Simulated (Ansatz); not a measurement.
# YSi2: a line through an energy map

Aim: follow the energy of YSi₂ (P6/mmm, No. 191; 3 atoms in the cell) along one coordinate, volume per atom, with the other held at c/a of the conventional cell = 1.084.

Method: DFT PBEsol, scalar-relativistic, plane waves, PAW, in Ansatz 0.2.0.

39 further runs of the same task are left out: 39 set aside as unsound or not needed.

### Step 1. The starting structure

Symmetry: P6/mmm, No. 191, hexagonal system. The conventional cell has a = 4.062 Å, b = 4.062 Å, c = 3.902 Å, α = 90.00°, β = 90.00°, γ = 120.00°. Y (site symmetry 6/mmm) has 12 Si at 3.05 Å as nearest neighbours. Si (site symmetry -6m2) has 3 Si at 2.35 Å and 6 Y at 3.05 Å as nearest neighbours.

Coordinates:

```cif
data_structure
_symmetry_space_group_name_H-M 'P6/mmm'
_symmetry_Int_Tables_number 191
_cell_length_a 4.0625
_cell_length_b 4.0625
_cell_length_c 3.9024
_cell_angle_alpha 90.000
_cell_angle_beta 90.000
_cell_angle_gamma 120.000
_cell_volume 55.78
loop_
_atom_site_label
_atom_site_type_symbol
_atom_site_symmetry_multiplicity
_atom_site_Wyckoff_symbol
_atom_site_fract_x
_atom_site_fract_y
_atom_site_fract_z
_atom_site_occupancy
Y1 Y 1 a 0.00000 0.00000 0.00000 1
Si1 Si 2 d 0.33333 0.66667 0.50000 1
```

It is the result of an earlier relaxation at this level (volume 18.59 Å³/atom; gap on the mesh: none (metal)).

### Step 2. Plan of the line

The energy is mapped over volume and the cell's shape.

First coordinate, volume per atom: 9 values from 15.62 to 21.57 Å³. Second coordinate, c/a of the conventional cell: 9 values from 0.852 to 1.084.

Nothing else is relaxed (symmetry fixes all fractional coordinates). Energies count from the relaxed crystal. Points are written as (first, second).

### Step 3. Grid point (15.62 Å³, 1.084)

Input file input.yaml:

```yaml
crystal:
  lattice:
    - [3.6820785858, 0.0, 0.0]
    - [-1.8410392929, 3.188773594, 0.0]
    - [0.0, 0.0, 3.9902685634]
  atoms:
    - { symbol: "Y", position: [0.0, 0.0, 0.0] }
    - { symbol: Si, position: [0.3333333333, 0.6666666667, 0.5] }
    - { symbol: Si, position: [0.6666666667, 0.3333333333, 0.5] }
basis:
  ecutwfc: 420
kpoints:
  mp_grid: { grid: [12, 12, 12] }
hamiltonian:
  xc: pbesol
scf:
  occupations: { method: methfessel_paxton, width: 0.35 }
output:
  forces: true
  stress: true
  eigenvalues: true
```

Command:

```
$ ansatz run input.yaml --threads 1 --pin off --max-ram 2048MiB --backend cpu --events-out ev --progress --plain --runs-dir out
```

What it wrote, cut to the lines that bear on the results:

```text
Warning: RAYON_NUM_THREADS=1 ignored (pool sized by the plan → 1); use --threads N
[...]
Pseudopotentials: kind: paw
Pseudopotential: Y, paw, valence charge 11, recommended cutoff 420 eV (normal), Y.paw.azcp
Pseudopotential: Si, paw, valence charge 4, recommended cutoff 420 eV (normal), Si.paw.azcp
Functional definition: PBEsol
[...]
Crystal: 3 atoms, lattice volume = 46.851 Å³
Basis set: ecut = 420 eV, 901 PW (Γ), exchange–correlation on 50×50×54 points (8 copies of the dense FFT grid, shifted against one another)
Bands: 14, of which v1, the nominal top of the filled ones, is band 10 counted from 1 (9 counted from 0)
Symmetry: 24 space group operations
Space group: P6/mmm (ITA 191), of the structure as read, at distance tolerance 3.6e-5 Å
k-points: 133 of 1728
[...]
SCF iter   1: F=—  HF=-5038.950215 eV  |F-HF|=—  |Δ(HF+E_count)|=         —  Δρ=2.96e-3  dr2=5.17e-3  ethr=1.77e-3  ⟨swp⟩=4.7  Hψ=10268  notcnv=0
[...]
SCF iter   7: F=-5038.948758 eV  HF=-5038.948758 eV  |F-HF|=1.59e-8  |Δ(HF+E_count)|=   1.09e-7  S|Δr|=    0.00e0  Δρ=3.77e-6  dr2=1.96e-8  ethr=5.26e-10  ⟨swp⟩=3.1  Hψ=6695  notcnv=0
[...]
SCF converged after 7 iterations
Stability not checked: this state was not tested for a lower state beside it, because cold or Methfessel-Paxton smearing, or corrected tetrahedra, fill the levels in a way that the test cannot read (fill_not_monotonic; see scf.lower_state_search)
Free energy (F): -5038.948758 eV
[...]
E sigma→0 (E₀):  -5038.947039 eV
Entropy (-TS):   -0.006876 eV (-2.292 meV/atom)
Fermi energy:    13.736001 eV
Step filling:    the computed levels leave a gap of 0.0090 eV = 0.0 smearing widths at the electron count; against every level under it full and every level over it empty, smearing changes F+E_penalty+E_count by -4.231 meV and its σ→0 estimate by -2.513 meV
[...]
--- Forces (eV/Å), atoms counted from 1 ---
  atom   1  Y     -0.00000000     0.00000000     0.00000000
  atom   2  Si     0.00000000    -0.00000000     0.00000000
  atom   3  Si     0.00000000     0.00000000    -0.00000000
[...]
--- Stress (GPa, compression-positive) ---
       39.668786       0.000000      -0.000000
        0.000000      39.668786      -0.000000
       -0.000000      -0.000000      10.335138
  P = ⅓ Tr σ = 29.8909 GPa (298.909 kbar)
--- Band table (eV; the first three rows and the last of 133) ---
  k-point 0: bands = ["-28.3332", "-8.5913", "-8.3123", "-8.3123", "0.0935", "10.1614", "10.1614", "10.4869", "11.3126", "14.5431", "14.9766", "14.9766", "16.4690", "16.4690"]
[...]
```

Wall time 3.9 s (1 thread of Arm Neoverse V2, shared host); peak memory 0.35 GiB.

On the map this point reads 323 meV/atom.

### Step 4. The run at (16.36 Å³, 1.084)

Changes to input.yaml since step 3:

```diff
@@ -2,5 +2,5 @@
   lattice:
-    - [3.6820785858, 0.0, 0.0]
-    - [-1.8410392929, 3.188773594, 0.0]
-    - [0.0, 0.0, 3.9902685634]
+    - [3.7396457548, 0.0, 0.0]
+    - [-1.8698228774, 3.2386282249, 0.0]
+    - [0.0, 0.0, 4.0526541045]
   atoms:
```

Command:

```
$ ansatz run input.yaml --threads 1 --pin off --max-ram 2048MiB --backend cpu --events-out ev --progress --plain --runs-dir out
```

What it wrote, cut to the lines that bear on the results:

```text
Warning: RAYON_NUM_THREADS=1 ignored (pool sized by the plan → 1); use --threads N
[...]
Pseudopotentials: kind: paw
Pseudopotential: Y, paw, valence charge 11, recommended cutoff 420 eV (normal), Y.paw.azcp
Pseudopotential: Si, paw, valence charge 4, recommended cutoff 420 eV (normal), Si.paw.azcp
Functional definition: PBEsol
[...]
Crystal: 3 atoms, lattice volume = 49.083 Å³
Basis set: ecut = 420 eV, 973 PW (Γ), exchange–correlation on 50×50×60 points (8 copies of the dense FFT grid, shifted against one another)
Bands: 14, of which v1, the nominal top of the filled ones, is band 10 counted from 1 (9 counted from 0)
Symmetry: 24 space group operations
Space group: P6/mmm (ITA 191), of the structure as read, at distance tolerance 3.7e-5 Å
k-points: 133 of 1728
[...]
SCF iter   1: F=—  HF=-5039.299213 eV  |F-HF|=—  |Δ(HF+E_count)|=         —  Δρ=2.63e-3  dr2=4.42e-3  ethr=1.77e-3  ⟨swp⟩=4.6  Hψ=10100  notcnv=0
[...]
SCF converged after 7 iterations
Stability not checked: this state was not tested for a lower state beside it, because cold or Methfessel-Paxton smearing, or corrected tetrahedra, fill the levels in a way that the test cannot read (fill_not_monotonic; see scf.lower_state_search)
Free energy (F): -5039.297944 eV
[...]
E sigma→0 (E₀):  -5039.296230 eV
Entropy (-TS):   -0.006859 eV (-2.286 meV/atom)
Fermi energy:    13.062458 eV
[...]
--- Forces (eV/Å), atoms counted from 1 ---
  atom   1  Y      0.00000000     0.00000000     0.00000000
  atom   2  Si     0.00000000     0.00000000     0.00000000
  atom   3  Si    -0.00000000    -0.00000000     0.00000000
[...]
--- Stress (GPa, compression-positive) ---
       28.632017      -0.000000       0.000000
        0.000000      28.632017       0.000000
        0.000000       0.000000       4.450071
  P = ⅓ Tr σ = 20.5714 GPa (205.714 kbar)
--- Band table (eV; the first three rows and the last of 133) ---
  k-point 0: bands = ["-29.1581", "-9.3675", "-9.1376", "-9.1376", "-0.3152", "9.5681", "9.5681", "9.8159", "10.7785", "13.6064", "14.2774", "14.2774", "15.7119", "15.7119"]
[...]
```

It took 4.8 s on 1 thread of Arm Neoverse V2, shared host; peak memory 0.36 GiB.

That is 207 meV/atom from the zero.

### Step 5. Point (17.11 Å³, 1.084)

Changes to input.yaml since step 4:

```diff
@@ -2,5 +2,5 @@
   lattice:
-    - [3.7396457548, 0.0, 0.0]
-    - [-1.8698228774, 3.2386282249, 0.0]
-    - [0.0, 0.0, 4.0526541045]
+    - [3.7954931276, 0.0, 0.0]
+    - [-1.8977465638, 3.2869934684, 0.0]
+    - [0.0, 0.0, 4.1131759023]
   atoms:
```

Command:

```
$ ansatz run input.yaml --threads 1 --pin off --max-ram 2048MiB --backend cpu --events-out ev --progress --plain --runs-dir out
```

What it wrote, cut to the lines that bear on the results:

```text
[...]
SCF converged after 7 iterations
Stability not checked: this state was not tested for a lower state beside it, because cold or Methfessel-Paxton smearing, or corrected tetrahedra, fill the levels in a way that the test cannot read (fill_not_monotonic; see scf.lower_state_search)
Free energy (F): -5039.530215 eV
[...]
E sigma→0 (E₀):  -5039.528579 eV
Entropy (-TS):   -0.006547 eV (-2.182 meV/atom)
Fermi energy:    12.440521 eV
[...]
--- Forces (eV/Å), atoms counted from 1 ---
  atom   1  Y      0.00000000     0.00000000     0.00000000
  atom   2  Si     0.00000000     0.00000000     0.00000000
  atom   3  Si    -0.00000000    -0.00000000    -0.00000000
[...]
--- Stress (GPa, compression-positive) ---
       19.699403       0.000000      -0.000000
        0.000000      19.699403      -0.000000
       -0.000000      -0.000000      -0.276386
  P = ⅓ Tr σ = 13.0408 GPa (130.408 kbar)
--- Band table (eV; the first three rows and the last of 133) ---
  k-point 0: bands = ["-29.9285", "-10.0950", "-9.9062", "-9.9062", "-0.6828", "9.0250", "9.0250", "9.2090", "10.2824", "12.7315", "13.6349", "13.6349", "15.0094", "15.0094"]
[...]
```

It took 4.8 s on 1 thread of Arm Neoverse V2, shared host; peak memory 0.36 GiB.

That is 130 meV/atom from the zero.

### Step 6. Grid point (17.85 Å³, 1.084)

Changes to input.yaml since step 5:

```diff
@@ -2,5 +2,5 @@
   lattice:
-    - [3.7954931276, 0.0, 0.0]
-    - [-1.8977465638, 3.2869934684, 0.0]
-    - [0.0, 0.0, 4.1131759023]
+    - [3.8496717696, 0.0, 0.0]
+    - [-1.9248358848, 3.3339135488, 0.0]
+    - [0.0, 0.0, 4.1718892968]
   atoms:
```

Command:

```
$ ansatz run input.yaml --threads 1 --pin off --max-ram 2048MiB --backend cpu --events-out ev --progress --plain --runs-dir out
```

What it wrote, cut to the lines that bear on the results:

```text
[...]
SCF converged after 7 iterations
Stability not checked: this state was not tested for a lower state beside it, because cold or Methfessel-Paxton smearing, or corrected tetrahedra, fill the levels in a way that the test cannot read (fill_not_monotonic; see scf.lower_state_search)
Free energy (F): -5039.667936 eV
[...]
E sigma→0 (E₀):  -5039.666367 eV
Entropy (-TS):   -0.006278 eV (-2.093 meV/atom)
Fermi energy:    11.864074 eV
[...]
--- Forces (eV/Å), atoms counted from 1 ---
  atom   1  Y      0.00000000    -0.00000000     0.00000000
  atom   2  Si     0.00000000     0.00000000     0.00000000
  atom   3  Si    -0.00000000    -0.00000000     0.00000000
[...]
--- Stress (GPa, compression-positive) ---
       12.511144      -0.000000       0.000000
        0.000000      12.511144       0.000000
        0.000000       0.000000      -4.086671
  P = ⅓ Tr σ = 6.9785 GPa (69.785 kbar)
--- Band table (eV; the first three rows and the last of 133) ---
  k-point 0: bands = ["-30.6498", "-10.7787", "-10.6240", "-10.6240", "-1.0145", "8.5267", "8.5267", "8.6588", "9.8205", "11.9142", "13.0429", "13.0429", "14.3556", "14.3556"]
[...]
```

It took 5.2 s on 1 thread of Arm Neoverse V2, shared host; peak memory 0.36 GiB.

Energy on the map's scale: 84 meV/atom.

[end of part 1 of 2]
